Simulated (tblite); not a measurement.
# C4H10F3NSi2: the cost of one run

Computed with tblite 0.8.0 and PySCF 2.14.0, with density-fitted response routines of our own, on a single molecule in the gas phase. Atoms count from 0, in the outputs and in this text.

### 1 Starting geometry

20 atoms, charge 0, multiplicity 1; geometry from: force field or distance geometry start.

Bonds of the start (Å): C0–C1 1.33, C1–Si2 1.84, Si2–N3 1.76, N3–C4 1.42, C4–Si5 1.88, Si2–C6 1.88, C6–F7 1.37, C6–F8 1.40, C6–F9 1.39, C0–H10 1.09, C0–H11 1.09, C1–H12 1.06, Si2–H13 1.49, N3–H14 1.05, C4–H15 1.12, C4–H16 1.10, Si5–H17 1.48, Si5–H18 1.47, Si5–H19 1.48.

### 2 Relaxing the molecule with GFN2-xTB

Job settings and geometry (Å):

```
{"job": {"kind": "relax", "xc": "GFN2-xTB", "basis": "xTB"}, "charge": 0, "multiplicity": 1}
C     -2.948100    -1.410300    -0.243200
C     -1.871400    -0.741000    -0.660500
Si    -0.916600     0.251400     0.563200
N      0.780700    -0.193000     0.650600
C      1.499200    -0.234800    -0.569200
Si     3.257000    -0.744900    -0.147700
C     -1.174200     2.100100     0.345900
F     -0.395800     2.641700    -0.648800
F     -0.820600     2.754300     1.530000
F     -2.509300     2.386400     0.108300
H     -3.538200    -2.009000    -0.931900
H     -3.210800    -1.299700     0.810200
H     -1.604900    -0.841600    -1.684700
H     -1.498900    -0.064900     1.895600
H      1.253700     0.467300     1.315000
H      1.082900    -1.084600    -1.163100
H      1.474300     0.693100    -1.167200
H      3.984400     0.418100     0.397400
H      3.195700    -1.758600     0.912800
H      3.955800    -1.319300    -1.315500
```

The run is started by

```bash
> OMP_NUM_THREADS=1 python probes_run.py task.json out
```

This one command runs all jobs of the session in turn.

**Question.** How long does this first job take on 1 thread of Intel Xeon at 2.50GHz, shared host?

About 9.4 s.
